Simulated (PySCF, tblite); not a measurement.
# C₃H₈NOSi radical: geometry, infrared bands and EPR parameters

Aim: predict the infrared bands and EPR parameters of C₃H₈NOSi radical (`CCC(=O)[SiH2][NH]`).

Computed with tblite 0.8.0 and PySCF 2.14.0, with density-fitted response routines of our own, on a single molecule in the gas phase. Atoms are numbered from 0 throughout.

### Step 1. The starting structure

14 atoms, charge 0, multiplicity 2; geometry from: force field or distance geometry start.

Bonds of the start (Å): C0–C1 1.53, C1–C2 1.50, C2–O3 1.24, C2–Si4 1.91, Si4–N5 1.77, C0–H6 1.09, C0–H7 1.09, C0–H8 1.09, C1–H9 1.09, C1–H10 1.10, Si4–H11 1.48, Si4–H12 1.49, N5–H13 1.02.

### Step 2. Relaxing the molecule with GFN2-xTB

What the job is given:

```
{"job": {"kind": "relax", "xc": "GFN2-xTB", "basis": "xTB"}, "charge": 0, "multiplicity": 2}
C      2.268700    -0.489200    -0.248100
C      0.770400    -0.578800     0.051700
C      0.054800     0.698800    -0.255800
O      0.570600     1.721900    -0.723300
Si    -1.829700     0.752800     0.076100
N     -2.487400    -0.755500     0.721400
H      2.732500     0.314700     0.332300
H      2.767900    -1.423900    -0.001800
H      2.433100    -0.273900    -1.306500
H      0.335900    -1.397400    -0.525400
H      0.642900    -0.811700     1.123700
H     -2.181900     1.814000     1.050700
H     -2.595000     1.029100    -1.169600
H     -3.483500    -0.601400     0.852500
```

Run with:

```
$ OMP_NUM_THREADS=1 python probes_run.py task.json out
```

One launch serves the whole session: the jobs run in the order shown.

**Question.** This job is followed by: GFN2-xTB harmonic vibrations, gas phase; UKS B3LYP, pcH-1 on C H N O Si, non-relativistic, mean-field spin-orbit, GIAO. Predict these results of the whole session: strongest single infrared mode (GFN2-xTB); zero-point energy (GFN2-xTB); g(iso) (B3LYP); ⟨S²⟩; largest a(iso) (averaged by class); potential on the surface of density 0.002 e/bohr³, 1st and 99th percentile.

As calculated:

| quantity | value |
| --- | --- |
| strongest single infrared mode (GFN2-xTB) | 1833 cm⁻¹, 439 km/mol |
| zero-point energy (GFN2-xTB) | 64.5 kcal/mol |
| g(iso) (B3LYP) | 2.00453 |
| ⟨S²⟩ | 0.764 (exact 0.75) |
| largest a(iso) (averaged by class) | 13C on C2, 86.6 MHz |
| potential on the surface of density 0.002 e/bohr³, 1st and 99th percentile | -1.48 V and 1.42 V |

What this shows: The optimisation took 173 steps and gained 0.899 eV; among the close pairs (by a distance rule), Si4–N5 changed most, from 1.767 to 1.645 Å. All 36 modes are real, so the xTB geometry is a minimum. The strongest single mode, at 1833 cm⁻¹, moves mainly C2 and O3. Unscaled tight-binding wavenumbers are off by several per cent, some by more. Its intensities can rank the bands wrongly. Most of the unpaired spin sits on N5 (0.68 e). The isotropic g lies 2.2 ppt above the free-electron value. The conformer search found further structures of the same energy, which may be mirror or relabelled copies of this one.
